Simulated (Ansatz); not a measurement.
# C₂H₈OSi: up Jacob's ladder to CCSD(T)

How much do the methods differ for C₂H₈OSi? The plan is to run it at one geometry with functionals of several rungs and with coupled cluster. The yardstick is the atomisation energy at the CCSD(T) limit.

The runs use Ansatz 0.2.0, Gaussian basis; functionals in def2-TZVPP, the program's frozen cores in correlated methods.

Plan: LDA (SPW92), PBE-D4, revPBE-D4, BLYP-D4, r2SCAN-D4, B97M-V, PBE0-D4, B3LYP-D4, r2SCANh-D4, r2SCAN0-D4, HSE06-D4, BHLYP-D4, CAM-B3LYP-D4, LC-ωPBE, ωB97X-V, ωB97M-V, B2PLYP, PBE-QIDH; CCSD(T)/def2-SVP; CCSD(T)/def2-TZVPP; MP2/def2-QZVPP; extrapolation to the limit; RPA on PBE.

## Step 1: Structure used throughout

The geometry comes from an earlier relaxation with PBE0-D4 in a triple-zeta def2 set; it is a stationary point, not always the lowest conformer.

SMILES `CO[SiH2]C`, 12 atoms, charge 0, spin multiplicity 1.

Atoms are counted from 1 here; the program's logs count them from 0.

Bond lengths: C1–O2 1.406 Å, C1–H5 1.092 Å, C1–H6 1.097 Å, C1–H7 1.096 Å, O2–Si3 1.646 Å, Si3–C4 1.864 Å, Si3–H8 1.494 Å, Si3–H9 1.483 Å, C4–H10 1.093 Å, C4–H11 1.094 Å, C4–H12 1.093 Å. Angles: O2–C1–H5 108.4°, O2–C1–H6 111.7°, O2–C1–H7 111.6°, H5–C1–H6 108.3°, H5–C1–H7 108.2°, H6–C1–H7 108.4°, C1–O2–Si3 122.9°, O2–Si3–C4 112.5°, O2–Si3–H8 109.3°, O2–Si3–H9 105.4°, C4–Si3–H8 108.9°, C4–Si3–H9 110.9°, H8–Si3–H9 109.8°, Si3–C4–H10 111.6°, Si3–C4–H11 110.0°, Si3–C4–H12 111.1°, H10–C4–H11 107.6°, H10–C4–H12 108.3° and more.

## Step 2: LDA

This LDA is Slater exchange with PW92 correlation.

in.yaml reads:

```yaml
crystal:
  periodic: [false, false, false]
  atoms:
    - {symbol: C, position_ang: [0.090913, 1.599502, -1.010710]}
    - {symbol: O, position_ang: [0.715314, 0.340310, -1.046324]}
    - {symbol: Si, position_ang: [0.813079, -0.647301, 0.266875]}
    - {symbol: C, position_ang: [-0.854178, -1.277028, 0.813411]}
    - {symbol: H, position_ang: [0.306486, 2.118040, -1.946783]}
    - {symbol: H, position_ang: [0.464358, 2.214361, -0.182192]}
    - {symbol: H, position_ang: [-0.997171, 1.508076, -0.911535]}
    - {symbol: H, position_ang: [1.443101, 0.096371, 1.398528]}
    - {symbol: H, position_ang: [1.691660, -1.767902, -0.148769]}
    - {symbol: H, position_ang: [-1.508818, -0.460020, 1.127203]}
    - {symbol: H, position_ang: [-0.737347, -1.953775, 1.664729]}
    - {symbol: H, position_ang: [-1.350495, -1.825736, 0.009468]}
basis:
  gaussian: {orbitals: def2-TZVPP}
hamiltonian: {xc: lda}
output: {orbitals: {seedname: orbitals}}
```

Started as:

```bash
ansatz run in.yaml --threads 4 --pin off --events-out ev --progress --plain --max-ram 10444MiB
```

Further steps of the session: PBE-D4 (GGA); revPBE-D4 (GGA); BLYP-D4 (GGA); r2SCAN-D4 (meta-GGA); B97M-V (meta-GGA); B3LYP-D4 (hybrid); r2SCANh-D4 (hybrid); r2SCAN0-D4 (hybrid); HSE06-D4 (hybrid); BHLYP-D4 (hybrid); CAM-B3LYP-D4 (range-separated); LC-ωPBE (range-separated); ωB97X-V (range-separated); ωB97M-V (range-separated); B2PLYP (double hybrid); PBE-QIDH (double hybrid); CCSD(T) in def2-SVP; CCSD(T) in def2-TZVPP; MP2 in def2-QZVPP; RPA on PBE orbitals.

Q: Predict the results of all the runs planned. Wanted: atomisation energy, CCSD(T)/CBS; farthest beyond LDA; mean size of error, GGA; mean size of error, meta-GGA; mean size of error, hybrid; mean size of error, range-separated; mean size of error, double hybrid; gap, smallest and largest; T1 diagnostic.

**Answer**, as computed:

| quantity | value |
| --- | --- |
| atomisation energy, CCSD(T)/CBS | 4397.1 kJ/mol |
| functionals within 22.0 kJ/mol (0.5 %) | r2SCAN-D4, B97M-V, B3LYP-D4, CAM-B3LYP-D4, ωB97X-V, ωB97M-V |
| farthest beyond LDA | BHLYP-D4 (-97.6 kJ/mol) |
| mean size of error, GGA | 39.8 kJ/mol |
| mean size of error, meta-GGA | 3.2 kJ/mol |
| mean size of error, hybrid | 37.8 kJ/mol |
| mean size of error, range-separated | 15.0 kJ/mol |
| mean size of error, double hybrid | 46.5 kJ/mol |
| gap, smallest and largest | 6.27 eV (LDA (SPW92)), 13.74 eV (LC-ωPBE) |
| T1 diagnostic | 0.0103 |
| triples share of the correlation energy | 3.4 % |

What this shows: The LDA atomisation energy is off by 538.0 kJ/mol (12 %): it overbinds. PBE-D4 is off by +22.5 kJ/mol. Double hybrids carry the basis error of their MP2 part in triple zeta, and no dispersion term here, so their miss is partly the set-up's. The rungs meta-GGA, range-separated miss on average by less than the doubt on the reference (22.0 kJ/mol), so they tie. Misses under about 22.0 kJ/mol are within the doubt on the reference itself, which lacks core-valence correlation, relativity and higher excitations. Hartree-Fock recovers 75 % of the binding; the rest is correlation. CCSD(T) in def2-SVP is off by -242.0 kJ/mol, which most functionals beat. Orbital gaps span 6.3 to 13.7 eV; exact exchange widens them.
